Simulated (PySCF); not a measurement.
# UMP2/STO-3G run of CaI (SMILES [Ca][I])

What is the energy change on altering one bond length of CaI at UMP2/STO-3G? The job is set up through a Python script.

The calculation is run with PySCF 2.14.0.

6 further runs of the same task are left out: 6 set aside as unsound or not needed.

### 1 The molecule

CaI has 2 atoms, charge 0, and is taken as a doublet. As SMILES, `[Ca][I]`. The coordinates come from a PBE0-D4/def2-TZVP relaxation.

Bond lengths: Ca1–I2 2.825 Å.

### 2 The energy at UMP2/STO-3G

File job.py:

```python
from pyscf import gto, mp

system = gto.M(
    atom='''
Ca     0.000000     0.000000     0.096716
I      0.000000     0.000000     5.434890
''',
    max_memory=1860,
    unit='bohr',
    basis='sto-3g',
    verbose=4,
    spin=1,
)

mf = system.UHF()
mf.conv_tol = 1e-10
mf.kernel()
if not mf.converged:
    mf = mf.newton().run(mf.mo_coeff, mf.mo_occ)

pt = mp.MP2(mf, frozen=23).run()
e_tot = pt.e_tot
print(f'total energy: {e_tot:.8f} hartree')
```

On the command line:

```
$ OMP_NUM_THREADS=1 python job.py
```

Standard output:

```text
PySCF version 2.14.0

[INPUT] num. atoms = 2
[INPUT] num. electrons = 73
[INPUT] charge = 0
[INPUT] spin (= nelec alpha-beta = 2S) = 1
[INPUT] symmetry False subgroup None
[INPUT] Mole.unit = bohr
[INPUT] Symbol           X                Y                Z      unit          X                Y                Z       unit  Magmom
[INPUT]  1 Ca     0.000000000000   0.000000000000   0.051179903131 AA    0.000000000000   0.000000000000   0.096716000000 Bohr   0.0
[INPUT]  2 I      0.000000000000   0.000000000000   2.876019931857 AA    0.000000000000   0.000000000000   5.434890000000 Bohr   0.0

nuclear repulsion = 198.569773109681
number of shells = 18
number of NR pGTOs = 120
number of NR cGTOs = 40
basis = sto-3g
ecp = {}

******** <class 'pyscf.scf.uhf.UHF'> ********
method = UHF
initial guess = minao
damping factor = 0
level_shift factor = 0
DIIS = <class 'pyscf.scf.diis.CDIIS'>
diis_start_cycle = 1
diis_space = 8
diis_damp = 0
SCF conv_tol = 1e-10
SCF conv_tol_grad = None
SCF max_cycles = 50
direct_scf = True
direct_scf_tol = 1e-13
number electrons alpha = 37  beta = 36
Set gradient conv threshold to 1e-05
init E= -7498.15529966495
[... the frontier-level lines of each cycle are left out ...]

cycle= 1 E= -7520.66374505999  delta_E= -22.5  |g|= 0.158  |ddm|= 1.56
cycle= 2 E= -7520.73057679134  delta_E= -0.0668  |g|= 0.0396  |ddm|= 0.902
cycle= 3 E= -7520.73483022062  delta_E= -0.00425  |g|= 0.0119  |ddm|= 0.243
cycle= 4 E= -7520.73531178492  delta_E= -0.000482  |g|= 0.00227  |ddm|= 0.0931
cycle= 5 E= -7520.7353289947  delta_E= -1.72e-05  |g|= 0.000431  |ddm|= 0.0188
cycle= 6 E= -7520.73532963753  delta_E= -6.43e-07  |g|= 0.000114  |ddm|= 0.00286
cycle= 7 E= -7520.73532967977  delta_E= -4.22e-08  |g|= 3.05e-05  |ddm|= 0.000787
cycle= 8 E= -7520.73532968383  delta_E= -4.06e-09  |g|= 1.1e-05  |ddm|= 0.000243
cycle= 9 E= -7520.73532968452  delta_E= -6.82e-10  |g|= 2.19e-06  |ddm|= 0.000112
cycle= 10 E= -7520.73532968454  delta_E= -2.82e-11  |g|= 3.49e-07  |ddm|= 2.27e-05
Extra cycle  E= -7520.73532968455  delta_E= -1.82e-12  |g|= 1.53e-07  |ddm|= 1.39e-06
converged SCF energy = -7520.73532968455  <S^2> = 0.75310309  2S+1 = 2.0031007

******** <class 'pyscf.mp.ump2.UMP2'> ********
nocc = (np.int64(14), np.int64(13)), nmo = (17, 17)
frozen orbitals 23
E(UMP2) = -7520.74707906084  E_corr = -0.0117493762902267
E(SCS-UMP2) = -7520.74712589635  E_corr = -0.0117962117997974
E_corr(same-spin) = -0.00265735355593228
E_corr(oppo-spin) = -0.00909202273429439
total energy: -7520.74707906 hartree
```

Run time: 0.6 s. Hardware: 1 thread of Intel Xeon 6975P-C (Granite Rapids), shared host; peak memory 0.12 GiB.

### 3 The distorted shape, same level

File start.xyz:

```xyz
2
CaI
Ca     0.000000     0.000000    -5.033580
I      0.000000     0.000000     2.876020
```

File job.py:

```python
from pyscf import gto, mp

molecule = gto.M(
    atom='start.xyz',
    verbose=3,
    charge=0,
    max_memory=1860,
    spin=1,
    basis='sto-3g',
)

mf = molecule.UHF()
mf.conv_tol = 1e-10
mf.kernel()
if not mf.converged:
    mf = mf.newton().run(mf.mo_coeff, mf.mo_occ)

pt = mp.MP2(mf, frozen=23).run()
energy = pt.e_tot
print('Final energy', energy)
```

On the command line:

```
$ OMP_NUM_THREADS=1 python job.py
```

Standard output:

```text
WARN: HOMO 0.00492661422604848 >= LUMO 0.00492661422618027

converged SCF energy = -7520.66511774386  <S^2> = 0.75  2S+1 = 2
E(UMP2) = -7520.68499809177  E_corr = -0.0198803479093235
E(SCS-UMP2) = -7520.68800566917  E_corr = -0.0228879253140505
Final energy -7520.684998091765
```

It took 0.56 s on 1 thread of Intel Xeon 6975P-C (Granite Rapids), shared host; peak memory 0.12 GiB.

### 4 Summary of results

At UMP2/STO-3G, 23 core orbitals frozen:

```
                                                                   quantity           value
                                                  first shape: total energy  -7520.74708 Eh
                          first shape: dipole moment (Hartree–Fock density)          4.69 D
    first shape: HOMO energy (Hartree–Fock orbitals) (highest over α and β)        -4.81 eV
     first shape: LUMO energy (Hartree–Fock orbitals) (lowest over α and β)         2.82 eV
                  first shape: correlation energy (23 core orbitals frozen)       -11.7 mEh
                             first shape: ⟨S²⟩ of the reference determinant           0.753
                                              distorted shape: total energy  -7520.68500 Eh
                      distorted shape: dipole moment (Hartree–Fock density)          0.01 D
distorted shape: HOMO energy (Hartree–Fock orbitals) (highest over α and β)        -4.05 eV
 distorted shape: LUMO energy (Hartree–Fock orbitals) (lowest over α and β)         1.93 eV
              distorted shape: correlation energy (23 core orbitals frozen)       -19.9 mEh
                         distorted shape: ⟨S²⟩ of the reference determinant           0.750
         energy change with the Ca1–I2 bond stretched from 2.825 to 7.910 Å        1.689 eV
```

**Reading.** With the Ca1–I2 bond stretched from 2.825 to 7.910 Å the energy rises by 1.69 eV (39 kcal/mol). The first shape isn't relaxed at this level, so the change isn't measured from a minimum. The minimal basis adds a large error of its own. Relativity is left out (first shape) although the molecule holds a heavy atom. Relativity is left out (distorted shape) although the molecule holds a heavy atom.
